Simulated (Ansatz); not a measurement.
Relaxation of a periodic cell of 17 atoms, Si (host Si, host structure diamond, interstitial Si), to a largest force component of 0.03 eV/Å in at most 60 steps.

Computed with Ansatz, DFT PBE, scalar-relativistic, plane waves, PAW. Settings: PAW set soft_1, cutoff 420 eV, k mesh 2x2x2, gaussian smearing 0.05 eV, no spin polarisation.

```xyz
17
Lattice="0.0000 5.4300 5.4300 5.4300 0.0000 5.4300 5.4300 5.4300 0.0000" Properties=species:S:1:pos:R:3
Si 0.000 0.000 0.000
Si 1.357 1.357 1.357
Si 2.715 2.715 0.000
Si 4.072 4.072 1.357
Si 2.715 0.000 2.715
Si 4.072 1.357 4.072
Si 5.430 2.715 2.715
Si 6.787 4.072 4.072
Si 0.000 2.715 2.715
Si 1.357 4.072 4.072
Si 2.715 5.430 2.715
Si 4.072 6.787 4.072
Si 2.715 2.715 5.430
Si 4.072 4.072 6.787
Si 5.430 5.430 5.430
Si 6.787 6.787 6.787
Si 7.458 8.839 7.528
```

Problem. Where does it end, and by what steps?

Solution. It converged. The force dipped under the threshold on the way, but the program's further checks kept it going. Limits of this set-up: coarse k mesh. After 12 steps the energy has fallen by 1.033 eV; Si12 moved furthest, 0.49 Å.

| step | energy less start (eV) | largest force component (eV/Å) | accepted |
| --- | --- | --- | --- |
| 0 | 0.0000 | 2.767 | yes |
| 1 | -0.7367 | 1.191 | yes |
| 2 | -0.9832 | 0.131 | yes |
| 3 | -0.9983 | 0.101 | yes |
| 4 | -1.0019 | 0.036 | yes |
| 5 | -1.0041 | 0.022 | yes |
| 6 | -1.0053 | 0.027 | yes |
| 7 | -1.0061 | 0.109 | yes |
| 8 | -1.0139 | 0.058 | yes |
| 9 | -1.0199 | 0.059 | yes |
| 10 | -1.0214 | 0.157 | yes |
| 11 | -1.0327 | 0.028 | yes |
| 12 | -1.0327 | 0.028 | yes |

```xyz
17
Lattice="0.0000 5.4300 5.4300 5.4300 0.0000 5.4300 5.4300 5.4300 0.0000" Properties=species:S:1:pos:R:3
Si 0.102 -0.101 0.106
Si 1.398 1.333 1.404
Si 2.651 2.780 0.073
Si 4.098 4.032 1.403
Si 2.764 0.022 2.767
Si 4.181 1.249 4.184
Si 5.409 2.667 2.767
Si 6.670 4.190 4.264
Si 0.068 2.780 2.655
Si 1.400 4.030 4.103
Si 2.650 5.362 2.655
Si 3.790 7.069 3.795
Si 2.765 2.666 5.413
Si 4.258 4.189 6.673
Si 5.176 5.684 5.181
Si 6.671 6.603 6.672
Si 7.707 8.583 7.713
```

Whether the end is a true minimum wasn't checked by a vibrational analysis.

Time of the run: 65 s on 1 thread of Intel(R) Xeon(R) Platinum 8259CL CPU @ 2.50GHz (Skylake/Cascade Lake), with other jobs on the host, peak memory 0.56 GiB.
